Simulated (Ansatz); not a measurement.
# CH6BNOSn: a ladder of functionals and wavefunction methods

Aim: compute CH6BNOSn with functionals from several rungs and with coupled cluster. The yardstick is the atomisation energy at the CCSD(T) limit.

Program: Ansatz 0.2.0, Gaussian basis. Level of theory: functionals in def2-TZVPP, the program's frozen cores in correlated methods. These are calculated values, not measurements.

Plan: LDA (SPW92), PBE-D4, revPBE-D4, BLYP-D4, r2SCAN-D4, B97M-V, PBE0-D4, B3LYP-D4, r2SCANh-D4, r2SCAN0-D4, HSE06-D4, BHLYP-D4, CAM-B3LYP-D4, LC-ωPBE, ωB97X-V, ωB97M-V, B2PLYP, PBE-QIDH; CCSD(T)/def2-SVP; CCSD(T)/def2-TZVPP; MP2/def2-QZVPP; extrapolation to the limit; RPA on PBE.

## 1. The relaxed structure

An earlier PBE0-D4 in a triple-zeta def2 set relaxation fixed the geometry. Sn takes the def2 core potential; no spin-orbit term is included.

11 atoms, charge 0, spin multiplicity 1.

Atoms are counted from 1 here; the program's logs count them from 0.

Bond lengths: B1–Sn2 2.252 Å, B1–H6 1.204 Å, B1–H7 1.203 Å, Sn2–N3 2.351 Å, Sn2–H8 1.764 Å, N3–C4 1.265 Å, N3–H9 1.011 Å, C4–O5 1.320 Å, C4–H10 1.093 Å, O5–H11 0.962 Å. Angles: Sn2–B1–H6 124.0°, Sn2–B1–H7 120.1°, H6–B1–H7 115.5°, B1–Sn2–N3 91.5°, B1–Sn2–H8 92.5°, N3–Sn2–H8 88.9°, Sn2–N3–C4 130.8°, Sn2–N3–H9 116.5°, C4–N3–H9 112.7°, N3–C4–O5 120.5°, N3–C4–H10 122.9°, O5–C4–H10 116.6°, C4–O5–H11 110.5°.

As a file:

```mol
CH6BNOSn
  3D, bonds by distance, orders not assigned

 11 10  0  0  0  0  0  0  0  0999 V2000
   -2.1459    0.5050   -0.0132 B   0  0
   -1.1445   -0.8162    1.5113 Sn  0  0
    0.9727    0.0405    0.9540 N   0  0
    1.5692    0.1081   -0.1590 C   0  0
    0.9925   -0.3433   -1.2571 O   0  0
   -1.6476    1.4998   -0.4718 H   0  0
   -3.2971    0.3197   -0.3073 H   0  0
   -0.8916   -2.1098    0.3383 H   0  0
    1.5219    0.4168    1.7155 H   0  0
    2.5701    0.5326   -0.2717 H   0  0
    1.5656   -0.2104   -2.0185 H   0  0
  1  2  8  0
  1  6  8  0
  1  7  8  0
  2  3  8  0
  2  8  8  0
  3  4  8  0
  3  9  8  0
  4  5  8  0
  4 10  8  0
  5 11  8  0
M  END
```

## 2. LDA

This LDA is Slater exchange with PW92 correlation.

File in.yaml:

```yaml
crystal:
  periodic: [false, false, false]
  atoms:
    - {symbol: B, position_ang: [-2.145925, 0.505009, -0.013161]}
    - {symbol: Sn, position_ang: [-1.144486, -0.816220, 1.511301]}
    - {symbol: N, position_ang: [0.972709, 0.040536, 0.954007]}
    - {symbol: C, position_ang: [1.569185, 0.108146, -0.158987]}
    - {symbol: O, position_ang: [0.992541, -0.343280, -1.257134]}
    - {symbol: H, position_ang: [-1.647557, 1.499846, -0.471810]}
    - {symbol: H, position_ang: [-3.297115, 0.319745, -0.307284]}
    - {symbol: H, position_ang: [-0.891575, -2.109766, 0.338258]}
    - {symbol: H, position_ang: [1.521867, 0.416775, 1.715502]}
    - {symbol: H, position_ang: [2.570070, 0.532624, -0.271721]}
    - {symbol: H, position_ang: [1.565584, -0.210416, -2.018472]}
basis:
  gaussian: {orbitals: def2-TZVPP}
hamiltonian: {xc: lda}
output: {orbitals: {seedname: orbitals}}
```

After this run come: PBE-D4 (GGA); revPBE-D4 (GGA); BLYP-D4 (GGA); r2SCAN-D4 (meta-GGA); B97M-V (meta-GGA); PBE0-D4 (hybrid); B3LYP-D4 (hybrid); r2SCANh-D4 (hybrid); r2SCAN0-D4 (hybrid); HSE06-D4 (hybrid); BHLYP-D4 (hybrid); CAM-B3LYP-D4 (range-separated); LC-ωPBE (range-separated); ωB97X-V (range-separated); ωB97M-V (range-separated); B2PLYP (double hybrid); PBE-QIDH (double hybrid); CCSD(T) in def2-SVP; CCSD(T) in def2-TZVPP; MP2 in def2-QZVPP; RPA on PBE orbitals.

**Question.** What will the summary of the whole plan be? Wanted: atomisation energy, CCSD(T)/CBS; farthest beyond LDA; mean size of error, GGA; mean size of error, meta-GGA; mean size of error, hybrid; mean size of error, range-separated; mean size of error, double hybrid; gap, smallest and largest; T1 diagnostic.

The runs gave:

| quantity | value |
| --- | --- |
| atomisation energy, CCSD(T)/CBS | 3644.7 kJ/mol |
| functionals within 36.4 kJ/mol (1.0 %) | revPBE-D4, r2SCAN-D4, B97M-V, PBE0-D4, B3LYP-D4, r2SCANh-D4, HSE06-D4, CAM-B3LYP-D4, LC-ωPBE, ωB97X-V, ωB97M-V |
| farthest beyond LDA | BHLYP-D4 (-124.5 kJ/mol) |
| mean size of error, GGA | 48.7 kJ/mol |
| mean size of error, meta-GGA | 16.6 kJ/mol |
| mean size of error, hybrid | 41.6 kJ/mol |
| mean size of error, range-separated | 21.2 kJ/mol |
| mean size of error, double hybrid | 46.2 kJ/mol |
| gap, smallest and largest | 2.01 eV (LDA (SPW92)), 8.41 eV (LC-ωPBE) |
| T1 diagnostic | 0.0172 |
| triples share of the correlation energy | 3.7 % |

What this shows: LDA overbinds by 611.9 kJ/mol (17 %). PBE-D4 is off by +105.9 kJ/mol. Double hybrids carry the basis error of their MP2 part in triple zeta, and no dispersion term here, so their miss is partly the set-up's. The rungs meta-GGA, range-separated miss on average by less than the doubt on the reference (36.4 kJ/mol), so they tie. The reference freezes the cores and leaves out spin-orbit coupling and excitations past (T), and its outer-core shells are covered unevenly, so misses under about 36.4 kJ/mol can't be ranked. All levels share the lack of spin-orbit coupling, which lowers the free heavy atoms and so the true binding. Hartree-Fock recovers 68 % of the binding; the rest is correlation. CCSD(T) in def2-SVP is off by -234.0 kJ/mol, so the small basis spoils what the method gains. The gap grows from 2.0 to 8.4 eV across the functionals, mostly with the share of exact exchange. Correlated methods include outer-core shells of Sn, which these sets cover unevenly.
